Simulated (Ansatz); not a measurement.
# CH₃ISSi: how energies converge with the basis set

One table from this session's results is given with a row withheld; the runs are named, their logs left out.

Program: Ansatz 0.2.0, Gaussian basis. Level of theory: one geometry, several basis sets. These are calculated values, not measurements.

Plan: PBE0-D4/def2-SVP; ωB97M-V/def2-SVP; PBE0-D4/def2-QZVPP; ωB97M-V/def2-QZVPP; the functionals' def2-TZVPP values are taken from earlier runs.

## Structure used throughout

An earlier PBE0-D4 in a triple-zeta def2 set relaxation fixed the geometry. I takes the def2 core potential; no spin-orbit term is included.

SMILES `I[SiH]1CS1`, 7 atoms, charge 0, spin multiplicity 1.

Atoms are counted from 1 here; the program's logs count them from 0.

Bond lengths: I1–Si2 2.418 Å, Si2–C3 1.833 Å, Si2–S4 2.073 Å, Si2–H5 1.475 Å, C3–S4 1.873 Å, C3–H6 1.086 Å, C3–H7 1.086 Å. Angles: I1–Si2–C3 119.6°, I1–Si2–S4 120.7°, I1–Si2–H5 109.9°, C3–Si2–S4 56.9°, C3–Si2–H5 121.2°, S4–Si2–H5 119.7°, Si2–C3–S4 68.0°, Si2–C3–H6 120.7°, Si2–C3–H7 119.2°, S4–C3–H6 113.3°, S4–C3–H7 112.9°, H6–C3–H7 113.8°, Si2–S4–C3 55.1°.

The first run:

in.yaml reads:

```yaml
crystal:
  periodic: [false, false, false]
  atoms:
    - {symbol: I, position_ang: [-2.828459, 0.137662, -0.141229]}
    - {symbol: Si, position_ang: [-0.466015, 0.201466, -0.654183]}
    - {symbol: C, position_ang: [0.757911, -0.105067, 0.675390]}
    - {symbol: S, position_ang: [0.686569, -1.518611, -0.551424]}
    - {symbol: H, position_ang: [-0.208550, 1.190377, -1.717708]}
    - {symbol: H, position_ang: [1.713195, 0.411392, 0.679803]}
    - {symbol: H, position_ang: [0.406550, -0.385219, 1.663651]}
basis:
  gaussian: {orbitals: def2-SVP}
hamiltonian: {xc: pbe0, dispersion: d4}
output: {orbitals: {seedname: orbitals}}
```

The run is started by

```console
ansatz run in.yaml --threads 2 --pin off --events-out ev --progress --plain --max-ram 4352MiB
```

Among the steps run: PBE0-D4 in def2-SVP; ωB97M-V in def2-SVP; PBE0-D4 in def2-QZVPP; ωB97M-V in def2-QZVPP.

One of the session's tables, all rows but one given; the rest of the session is left out.

It belongs to the step «Functionals by basis». 

```
functional       basis  HOMO (eV)
   PBE0-D4    def2-SVP      -7.19
   PBE0-D4  def2-TZVPP      -7.23
   PBE0-D4  def2-QZVPP      -7.25
   ωB97M-V    def2-SVP          ?
   ωB97M-V  def2-TZVPP      -9.36
   ωB97M-V  def2-QZVPP      -9.39
```

Q: Estimate the row for ωB97M-V, def2-SVP from the others.

The run gave: HOMO (eV): -9.30. In the column «HOMO (eV)» it lies between ωB97M-V, def2-TZVPP (-9.36) and PBE0-D4, def2-QZVPP (-7.25).
